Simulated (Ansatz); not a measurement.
# GaNH₃ radical: up Jacob's ladder to CCSD(T)

Aim: compute GaNH₃ radical with functionals from several rungs and with coupled cluster, and see how far each lands from CCSD(T) at the basis-set limit for the atomisation energy.

The runs use Ansatz 0.2.0, Gaussian basis; functionals in def2-TZVPP, the program's frozen cores in correlated methods.

Plan: LDA (SPW92), PBE-D4, revPBE-D4, BLYP-D4, r2SCAN-D4, B97M-V, PBE0-D4, B3LYP-D4, r2SCANh-D4, r2SCAN0-D4, HSE06-D4, BHLYP-D4, CAM-B3LYP-D4, LC-ωPBE, ωB97X-V, ωB97M-V, B2PLYP, PBE-QIDH; CCSD(T)/def2-SVP; CCSD(T)/def2-TZVPP; CCSD(T)/def2-QZVPP; extrapolation to the limit; RPA on PBE.

### Step 1. The geometry

An earlier PBE0-D4 in a triple-zeta def2 set relaxation fixed the geometry.

5 atoms, charge 0, spin multiplicity 2.

Atoms are counted from 1 here; the program's logs count them from 0.

Bond lengths: N1–Ga2 1.825 Å, N1–H3 1.008 Å, N1–H4 1.006 Å, Ga2–H5 1.594 Å. Angles: Ga2–N1–H3 123.8°, Ga2–N1–H4 124.3°, H3–N1–H4 111.9°, N1–Ga2–H5 116.9°.

### Step 2. LDA

This LDA is Slater exchange with PW92 correlation.

Input file in.yaml:

```yaml
crystal:
  periodic: [false, false, false]
  atoms:
    - {symbol: N, position_ang: [-0.211858, -0.683960, 0.064703]}
    - {symbol: Ga, position_ang: [0.815481, 0.782947, 0.416979]}
    - {symbol: H, position_ang: [-0.946846, -0.701255, -0.625057]}
    - {symbol: H, position_ang: [-0.115221, -1.569311, 0.532044]}
    - {symbol: H, position_ang: [0.508244, 2.097879, -0.430069]}
basis:
  gaussian: {orbitals: def2-TZVPP}
magnetization: {spin_polarized: true, initial_magnetization: 1}
hamiltonian: {xc: lda}
output: {orbitals: {seedname: orbitals}}
```

Started as:

```sh
$ ansatz run in.yaml --threads 2 --pin off --events-out ev --progress --plain --max-ram 22528MiB --backend cpu
```

The runs that follow: PBE-D4 (GGA); revPBE-D4 (GGA); BLYP-D4 (GGA); r2SCAN-D4 (meta-GGA); B97M-V (meta-GGA); PBE0-D4 (hybrid); B3LYP-D4 (hybrid); r2SCANh-D4 (hybrid); r2SCAN0-D4 (hybrid); HSE06-D4 (hybrid); BHLYP-D4 (hybrid); CAM-B3LYP-D4 (range-separated); LC-ωPBE (range-separated); ωB97X-V (range-separated); ωB97M-V (range-separated); B2PLYP (double hybrid); PBE-QIDH (double hybrid); CCSD(T) in def2-SVP; CCSD(T) in def2-TZVPP; CCSD(T) in def2-QZVPP; RPA on PBE orbitals.

Before running them: what should the planned runs give, taken together? Wanted: atomisation energy, CCSD(T)/CBS; farthest beyond LDA; mean size of error, GGA; mean size of error, meta-GGA; mean size of error, hybrid; mean size of error, range-separated; mean size of error, double hybrid; gap, smallest and largest; T1 diagnostic.

**Answer**, as computed:

| quantity | value |
| --- | --- |
| atomisation energy, CCSD(T)/CBS | 309.5 kcal/mol |
| functionals within 3.1 kcal/mol (1.0 %) | BLYP-D4, r2SCAN-D4, B97M-V, PBE0-D4, B3LYP-D4, r2SCANh-D4, HSE06-D4, CAM-B3LYP-D4, LC-ωPBE, ωB97X-V, ωB97M-V, B2PLYP |
| farthest beyond LDA | BHLYP-D4 (-10.2 kcal/mol) |
| mean size of error, GGA | 3.0 kcal/mol |
| mean size of error, meta-GGA | 0.6 kcal/mol |
| mean size of error, hybrid | 3.6 kcal/mol |
| mean size of error, range-separated | 1.4 kcal/mol |
| mean size of error, double hybrid | 3.5 kcal/mol |
| gap, smallest and largest | 1.05 eV (LDA (SPW92)), 8.22 eV (LC-ωPBE) |
| T1 diagnostic | 0.0158 |
| triples share of the correlation energy | 3.8 % |

LDA overbinds by 48.1 kcal/mol (16 %). PBE-D4 misses by +4.5 kcal/mol. Double hybrids carry the basis error of their MP2 part in triple zeta, and no dispersion term here, so their miss is partly the set-up's. The rungs meta-GGA, range-separated, GGA miss on average by less than the doubt on the reference (3.1 kcal/mol), so they tie. Misses under about 3.1 kcal/mol are within the doubt on the reference itself, which lacks core-valence correlation, relativity and higher excitations, and its outer-core shells are covered unevenly. Hartree-Fock recovers 66 % of the binding; the rest is correlation. CCSD(T) in def2-SVP is off by -24.3 kcal/mol, so the small basis spoils what the method gains. The gap grows from 1.0 to 8.2 eV across the functionals, mostly with the share of exact exchange. Correlated methods include outer-core shells of Ga, which these sets cover unevenly.
